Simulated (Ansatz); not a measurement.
# Zn5In6O14: the cost of one run

All numbers below are computed with Ansatz 0.2.0 (DFT PBE, scalar-relativistic, plane waves, PAW).

**1. Starting point**

The cell holds 25 atoms (In6O14Zn5): a = 7.045 Å, b = 6.930 Å, c = 6.796 Å, α = 90.74°, β = 91.38°, γ = 91.87°.

It is the last frame of an earlier stage of the same melt, run at 1200 K.

Its coordinates follow in the input file.

**2. Dynamics at 300 K**

One k point, a Fermi-Dirac width of 0.050 eV and a fixed cell.

File input.yaml:

```yaml
crystal:
  lattice:
    - [7.04388, -0.114576, -0.083614]
    - [-0.114576, 6.928956, -0.044966]
    - [-0.083614, -0.044966, 6.795225]
  atoms:
    - { symbol: In, position: [0.1960787521, 0.3319453403, 0.8912960748] }
    - { symbol: In, position: [0.9934598477, 0.2259317199, 0.4102253105] }
    - { symbol: In, position: [0.1795870767, 0.855569974, 0.7846932774] }
    - { symbol: In, position: [0.8499423884, 0.5814097047, 0.7349878773] }
    - { symbol: In, position: [0.5101264887, 0.4644956229, 0.4823305295] }
    - { symbol: In, position: [0.6022438776, 0.9695203414, 0.662536025] }
    - { symbol: O, position: [0.7174420114, 0.2629405362, 0.5808842288] }
    - { symbol: O, position: [0.1189115431, 0.1512022825, 0.1087572645] }
    - { symbol: O, position: [0.5899365135, 0.6947493943, 0.2296534242] }
    - { symbol: O, position: [0.3937435401, 0.0466024029, 0.8926916047] }
    - { symbol: O, position: [0.2278217986, 0.6442169025, 0.9666966296] }
    - { symbol: O, position: [0.8553709727, 0.4411158721, 0.9834119959] }
    - { symbol: O, position: [0.8973965574, 0.9161818964, 0.817278488] }
    - { symbol: O, position: [0.4966667655, 0.7835903018, 0.3978791732] }
    - { symbol: O, position: [0.5409514026, 0.6651256127, 0.7401793981] }
    - { symbol: O, position: [0.1736953175, 0.9429120221, 0.5039467767] }
    - { symbol: O, position: [0.7707121555, 0.0846391817, 0.21486596] }
    - { symbol: O, position: [0.9042413571, 0.6028197921, 0.4001405303] }
    - { symbol: O, position: [0.2612424747, 0.3572495865, 0.6043559098] }
    - { symbol: O, position: [0.4500924187, 0.3273082041, 0.1780836954] }
    - { symbol: Zn, position: [0.8595973694, 0.1501852269, 0.9626877834] }
    - { symbol: Zn, position: [0.4552358756, 0.0565805179, 0.195410426] }
    - { symbol: Zn, position: [0.4859973105, 0.5453837474, 0.0150502584] }
    - { symbol: Zn, position: [0.0425453128, 0.5805299903, 0.1704409232] }
    - { symbol: Zn, position: [0.8277740092, 0.8201846974, 0.2478357584] }
  symmetry: { detect: false }
basis:
  ecutwfc: 420
  xc_grid: 1
kpoints:
  mp_grid: { grid: [1, 1, 1], shift: [0.0, 0.0, 0.0] }
hamiltonian:
  xc: pbe
scf:
  occupations: { method: fermi_dirac, width: 0.05 }
  lower_state_search: "off"
  convergence: { dr2_threshold: 1.0e-05 }
output:
  forces: true
  stress: true
md:
  timestep: 2.0
  n_steps: 100
  ensemble: nvt_langevin
  friction: 0.015
  temperature: 300.0
  initial_velocities: maxwell_boltzmann
  seed: 28316
```

Run with:

```console
$ ansatz run input.yaml --threads 2 --pin off --max-ram 5120MiB --backend cpu --events-out ev --progress --plain --runs-dir out
```

**Question.** How long does this run take on 2 threads of Intel Xeon at 2.70GHz, shared host, and how much memory does it need?

About 3.3 min, with a peak of 0.5 GiB.
